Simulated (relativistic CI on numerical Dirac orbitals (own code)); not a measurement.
**Au: one ion under different settings**

Aim: see what numerical and physical settings do to the SCF, the total energy and the lowest levels of Au.

Method: Dirac-Coulomb-Breit CI, KLI orbitals optimised for each configuration, model QED (radiative potential, 1s self-energy scaled to tabulated hydrogen-like ionisation energies), numerical settings as typed. Code: relativistic CI on numerical Dirac orbitals (own code) version 3.

### Step 1. Starting point

```
ion            : Au (Au I)
nuclear charge : 79
electrons      : 79
isotope        : A = 197
```

### Step 2. The usual input

The run's settings:

```ini
atom Au  Z=79  charge=0  electrons=79
nucleus A=197  rms_radius_fm=5.4371
hamiltonian dirac-coulomb  breit=on  qed=on  c_scale=1
orbitals kli  potential=per-configuration
slater_scale 1
correlation none
mixing on
grid step=0.0125 r_max=323.6
scf mixing=0.4 start=green max_iterations=150 tolerance=2e-08 node_fill=0.05
configurations
  [Xe] 4f14 5d10 6s
  [Xe] 4f14 5d9 6s2
  [Xe] 4f14 5d10 6p
  [Xe] 4f14 5d10 6d
  [Xe] 4f14 5d10 7s
end
```

The run is started by

```console
python run_levels.py task.json out
```

One command runs all members of the session, one after another, from task.json.

### Step 3. Iteration limit 20

The settings differ from step 2 so:

```diff
@@ -8,3 +8,3 @@
 grid step=0.0125 r_max=323.6
-scf mixing=0.4 start=green max_iterations=150 tolerance=2e-08 node_fill=0.05
+scf mixing=0.4 start=green max_iterations=20 tolerance=2e-08 node_fill=0.05
 configurations
```

### Step 4. Tolerance 1e-06

The settings differ from step 3 so:

```diff
@@ -8,3 +8,3 @@
 grid step=0.0125 r_max=323.6
-scf mixing=0.4 start=green max_iterations=20 tolerance=2e-08 node_fill=0.05
+scf mixing=0.4 start=green max_iterations=150 tolerance=1e-06 node_fill=0.05
 configurations
```

### Step 5. Potential mixing 0.2, Slater scale 0.5, speed-of-light factor 0.8

The run's settings:

```ini
atom Au  Z=79  charge=0  electrons=79
nucleus A=197  rms_radius_fm=5.4371
hamiltonian dirac-coulomb  breit=on  qed=on  c_scale=0.8
orbitals kli  potential=per-configuration
slater_scale 0.5
correlation none
mixing on
grid step=0.0125 r_max=323.6
scf mixing=0.2 start=green max_iterations=150 tolerance=2e-08 node_fill=0.05
configurations
  [Xe] 4f14 5d10 6s
  [Xe] 4f14 5d9 6s2
  [Xe] 4f14 5d10 6p
  [Xe] 4f14 5d10 6d
  [Xe] 4f14 5d10 7s
end
```

### Step 6. Breit term off

The run's settings:

```ini
atom Au  Z=79  charge=0  electrons=79
nucleus A=197  rms_radius_fm=5.4371
hamiltonian dirac-coulomb  breit=off  qed=on  c_scale=1
orbitals kli  potential=per-configuration
slater_scale 1
correlation none
mixing on
grid step=0.0125 r_max=323.6
scf mixing=0.4 start=green max_iterations=150 tolerance=2e-08 node_fill=0.05
configurations
  [Xe] 4f14 5d10 6s
  [Xe] 4f14 5d9 6s2
  [Xe] 4f14 5d10 6p
  [Xe] 4f14 5d10 6d
  [Xe] 4f14 5d10 7s
end
```

### Step 7. End of the grid 80.9

The run's settings:

```ini
atom Au  Z=79  charge=0  electrons=79
nucleus A=197  rms_radius_fm=5.4371
hamiltonian dirac-coulomb  breit=on  qed=on  c_scale=1
orbitals kli  potential=per-configuration
slater_scale 1
correlation none
mixing on
grid step=0.0125 r_max=80.9
scf mixing=0.4 start=green max_iterations=97 tolerance=2e-08 node_fill=0.05
configurations
  [Xe] 4f14 5d10 6s
  [Xe] 4f14 5d9 6s2
  [Xe] 4f14 5d10 6p
  [Xe] 4f14 5d10 6d
  [Xe] 4f14 5d10 7s
end
```

(Steps that only read results are left out.)

Q: Predict the outcome of this session. Wanted: lowest level, usual settings; total energy; first excitation.

As calculated:

| setting | total energy less usual (Ha) | largest shift of a level among the lowest eight of both runs, same label and place (cm⁻¹) | SCF iterations | time | lowest level | kind of change |
| --- | --- | --- | --- | --- | --- | --- |
| usual | 0 | 0 | 66 | 0.66 s | 6s 2S1/2 | - |
| iteration limit 20 | 0 | 0 | 66 | 0.66 s | 6s 2S1/2 | numerical |
| tolerance 1e-06 | -8.42e-08 | 0.0789 | 56 | 0.61 s | 6s 2S1/2 | numerical |
| potential mixing 0.2, Slater scale 0.5, speed-of-light factor 0.8 | -883 | 23600 | 103 | 0.85 s | 5d9 6s2 2D5/2 | unphysical constant |
| Breit term off | -21.7 | 308 | 66 | 0.6 s | 6s 2S1/2 | model term |
| end of the grid 80.9 | 0 | 0 | 66 | 0.65 s | 6s 2S1/2 | extreme, harmless here |

| quantity | value |
| --- | --- |
| lowest level, usual settings | 6s 2S1/2 |
| total energy | -18999.0212 Ha |
| first excitation | 10771.1 cm⁻¹ |

What this shows: The lowest level changes under «potential mixing 0.2, Slater scale 0.5, speed-of-light factor 0.8». Among the runs whose levels can be followed, they move most under «potential mixing 0.2, Slater scale 0.5, speed-of-light factor 0.8» (unphysical constant), by up to 23600 cm⁻¹. No visible change in the result comes from «iteration limit 20» or «tolerance 1e-06» or «end of the grid 80.9». «Potential mixing 0.2, Slater scale 0.5, speed-of-light factor 0.8» costs 103 SCF iterations against 66. Only the listed configurations are in the model. Near neutrality, missing correlation can shift configurations against each other by thousands of cm⁻¹.
